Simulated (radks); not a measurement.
# V³⁺ in [Ar] 3d2: an all-electron calculation

One table from this session's results is given with a row withheld; the runs are named, their logs left out.

Program: radks (a radial shooting solver on a logarithmic mesh, Libxc functionals) version 1. Level of theory: non-relativistic Kohn-Sham, PBE, spin-polarised, spherical densities, point nucleus; open shells are filled with parallel spins first. These are calculated values, not measurements, unless marked.

## The system

- element: vanadium (Z = 23)
- charge: +3
- electrons: 20
- configuration: [Ar] 3d2

Outer shells as boxes (Hund's rule):

V³⁺
```
[Ar] core
3d [↑ ][↑ ][  ][  ][  ]
```

Set-up of the first run:

Input:

```text
Z 23
configuration [Ar] 3d2
relativity non-relativistic
functional pbe,pbe
spin polarised
nucleus point
```

Command:

```console
python run_ks.py task.json out
```

This one command runs every case of the session in turn.

One table of the session follows, with a row left open; its other results are not shown here.

It belongs to the step «Radial structure». From the orbitals of this run (lengths in bohr):

| level | <r> | outermost maximum (interpolated) | 90 % within | nodes |
| --- | --- | --- | --- | --- |
| 1s down | 0.06705 | 0.0441 | 0.119 | 0 |
| 1s up | 0.06705 | 0.0441 | 0.119 | 0 |
| 2s up | 0.3111 | 0.258 | 0.483 | 1 |
| 2s down | 0.3108 | 0.258 | 0.482 | 1 |
| 2p up | 0.2753 | 0.209 | 0.452 | 0 |
| 2p down | 0.2749 | 0.209 | 0.451 | 0 |
| 3s up | ? | ? | ? | ? |
| 3s down | 0.9450 | 0.823 | 1.41 | 2 |
| 3p up | 0.9947 | 0.841 | 1.52 | 1 |
| 3p down | 0.9976 | 0.841 | 1.53 | 1 |
| 3d up | 1.167 | 0.850 | 1.93 | 0 |
| 3d down | 1.183 | 0.854 | 1.97 | 0 |

Estimate the missing values for 3s up.

The run gave: <r>: 0.9436; outermost maximum (interpolated): 0.822; 90 % within: 1.41; nodes: 2. In the column «<r>» it lies between 2s up (0.3111) and 3s down (0.9450).

To keep in mind: Open shells are spherical and high-spin; term and fine-structure splittings are not resolved.
